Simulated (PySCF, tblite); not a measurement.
# C₃H₆N₂O₂Si: geometry, infrared bands and NMR shifts

Aim: predict the infrared bands and NMR shifts of C₃H₆N₂O₂Si (`C[SiH2]Oc1ncno1`).

Programs: tblite 0.8.0 and PySCF 2.14.0, with density-fitted response routines of our own. Each step states its level of theory. These are calculated values for one molecule in the gas phase, unless marked as measured. Atoms count from 0, in the outputs and in this text.

### Step 1. Starting geometry

14 atoms, charge 0, multiplicity 1; geometry from: force field or distance geometry start.

Bonds of the start (Å): C0–Si1 1.84, Si1–O2 1.65, O2–C3 1.34, C3–N4 1.30, N4–C5 1.37, C5–N6 1.33, N6–O7 1.41, O7–C3 1.36, C0–H8 1.10, C0–H9 1.09, C0–H10 1.08, Si1–H11 1.49, Si1–H12 1.50, C5–H13 1.08.

### Step 2. Relaxing the molecule with GFN2-xTB

What the job is given:

```
{"job": {"kind": "relax", "xc": "GFN2-xTB", "basis": "xTB"}, "charge": 0, "multiplicity": 1}
C      2.076200     0.419900    -0.670600
Si     1.388400    -0.407700     0.825500
O      0.003500    -1.264400     0.578300
C     -1.109200    -0.621200     0.207400
N     -1.312800     0.641100    -0.025300
C     -2.645200     0.643100    -0.357200
N     -3.247400    -0.543100    -0.325500
O     -2.207300    -1.406500     0.067600
H      1.383900     1.180600    -1.047600
H      2.240200    -0.298900    -1.469700
H      3.016100     0.915100    -0.452000
H      2.411000    -1.370600     1.335600
H      1.183400     0.574900     1.937100
H     -3.181600     1.537200    -0.625800
```

Started as:

```bash
> OMP_NUM_THREADS=1 python probes_run.py task.json out
```

This one command runs all jobs of the session in turn.

**Question.** This job is followed by: GFN2-xTB harmonic vibrations, gas phase; GIAO PBE0/pcSseg-1 NMR shielding, non-relativistic, gas phase. What will the session give for the following? strongest single infrared mode (GFN2-xTB); zero-point energy (GFN2-xTB); 13C shifts against TMS (PBE0/pcSseg-1); 1H shifts against TMS (PBE0/pcSseg-1, means over atoms taken as alike); 29Si shifts against TMS (PBE0/pcSseg-1); 17O shifts against H2O (PBE0/pcSseg-1); 15N shifts against NH3 (PBE0/pcSseg-1); surface potential, 1st and 99th percentile.

The runs gave:

| quantity | value |
| --- | --- |
| strongest single infrared mode (GFN2-xTB) | 1626 cm⁻¹, 465 km/mol |
| zero-point energy (GFN2-xTB) | 58.6 kcal/mol |
| 13C shifts against TMS (PBE0/pcSseg-1) | 180.6, 162.3, -3.4 ppm |
| 1H shifts against TMS (PBE0/pcSseg-1, means over atoms taken as alike) | 8.05, 5.28, 0.70 ppm |
| 29Si shifts against TMS (PBE0/pcSseg-1) | -4.5 ppm |
| 17O shifts against H2O (PBE0/pcSseg-1) | 370.3, 115.9 ppm |
| 15N shifts against NH3 (PBE0/pcSseg-1) | 389.7, 230.7 ppm |
| surface potential, 1st and 99th percentile | -1.63 V and 1.80 V |

Over 51 steps the energy fell by 0.342 eV; of the close pairs, O2–C3 changed most, 1.338 to 1.286 Å. No mode is imaginary among the 36: a minimum at this level. The strongest single mode, at 1626 cm⁻¹, moves mainly C3. Unscaled tight-binding wavenumbers are off by several per cent, some by more. Its intensities can rank the bands wrongly. At PBE0/pcSseg-1: Shielding is most anisotropic at N6 (span 355 ppm, paramagnetic term -440 ppm). NICS(1)zz of -23 ppm above the planar ring from C3 marks a diatropic (aromatic) ring current.
